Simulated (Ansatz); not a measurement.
# H5NS2Si2: an energy map over angle S2–Si3–N4 and dihedral S2–Si3–N4–Si5

How does the energy of H5NS2Si2 change over two coordinates at once? A grid of runs gives the map.

Method: RKS PBE-D4/def2-SVP; program: Ansatz 0.2.0.

### Step 1. Starting geometry

10 atoms, charge 0, spin multiplicity 1.

Atoms are counted from 1 here; the program's logs count them from 0.

Bond lengths: S1–S2 2.119 Å, S1–H6 1.367 Å, S2–Si3 2.204 Å, Si3–N4 1.760 Å, N4–Si5 1.778 Å, N4–H8 1.028 Å, Si5–H7 1.502 Å, Si5–H9 1.504 Å, Si5–H10 1.504 Å. Angles: S2–S1–H6 96.9°, S1–S2–Si3 97.3°, S2–Si3–N4 97.2°, Si3–N4–Si5 134.1°, Si3–N4–H8 112.0°, Si5–N4–H8 113.9°, N4–Si5–H7 109.4°, N4–Si5–H9 111.6°, N4–Si5–H10 108.0°, H7–Si5–H9 108.6°, H7–Si5–H10 110.3°, H9–Si5–H10 109.0°.

Geometry (Å):

```csv
atom,x (Å),y (Å),z (Å)
S1,-1.7611,1.7190,2.7567
S2,-0.9457,1.1775,0.8775
Si3,0.0530,-0.6761,1.5275
N4,0.6104,-1.1960,-0.0594
Si5,0.4659,-0.5295,-1.7017
H6,-0.7593,2.5706,3.1309
H7,-0.9580,-0.1220,-1.9509
H8,1.1498,-2.0699,-0.0108
H9,1.3484,0.6740,-1.8918
H10,0.8795,-1.5989,-2.6749
```

This geometry comes from a loose relaxation at PBE in a small basis, which is not shown.

### Step 3. Plan of the scan

First coordinate, angle S2–Si3–N4: 15 values from 71.8 to 121.8 °. Second coordinate, dihedral S2–Si3–N4–Si5: 15 values from −180 to 156 °, periodic.

Nothing else is relaxed (all other coordinates rigid). Energies count from the relaxed molecule at the same level. Points are written as (first, second).

(The set-up runs are not shown.)

### Step 4. Point (96.8°, −12°)

The input, input.yaml:

```yaml
crystal:
  periodic: [false, false, false]
  atoms:
    - { symbol: S, position_ang: [-1.67718, 1.790134, 2.737014] }
    - { symbol: S, position_ang: [-0.840324, 1.223039, 0.875896] }
    - { symbol: Si, position_ang: [0.010301, -0.706108, 1.522669] }
    - { symbol: "N", position_ang: [0.547526, -1.239724, -0.065262] }
    - { symbol: Si, position_ang: [0.239501, -0.66293, -1.71841] }
    - { symbol: H, position_ang: [-0.650758, 2.599837, 3.136782] }
    - { symbol: H, position_ang: [-1.214606, -0.799225, -2.074074] }
    - { symbol: H, position_ang: [1.154879, -2.067295, -0.015481] }
    - { symbol: H, position_ang: [0.628901, 0.783572, -1.845145] }
    - { symbol: H, position_ang: [1.068168, -1.494971, -2.657888] }
basis:
  gaussian: { orbitals: def2-SVP }
hamiltonian:
  xc: pbe
  dispersion: d4
output:
  forces: true
```

On the command line:

```bash
> ansatz run input.yaml --threads 1 --pin off --max-ram 2560MiB --backend cpu --events-out ev --progress --plain --runs-dir out
```

Further runs follow: the other points that were computed.

Q: Predict the outcome of this session. Wanted: lowest point; highest computed point; dipole moment.

As calculated:

| quantity | value |
| --- | --- |
| lowest point | (96.8°, −12°), 0.40 kcal/mol |
| highest computed point | (71.8°, −36°), 37.5 kcal/mol above the lowest |
| dipole moment (D) | 1.04 at (100.4°, 84°) to 2.66 at (71.8°, −84°); 1.92 at the lowest point |
| time for the whole task | 11 min on 1 thread, shared host |

The lowest computed point is at (96.8°, −12°), 0.40 kcal/mol from the relaxed molecule at the same level. There is a further well near (96.8°, −180°) (1.9 kcal/mol above the lowest at that grid point). The highest computed point, (71.8°, −36°), lies 37.5 kcal/mol above the lowest. On the interpolated surface the easiest way out of the lowest well to the well at (96.8°, −180°) passes a barrier of about 14 kcal/mol. Round the minimum the two coordinates are nearly uncoupled.
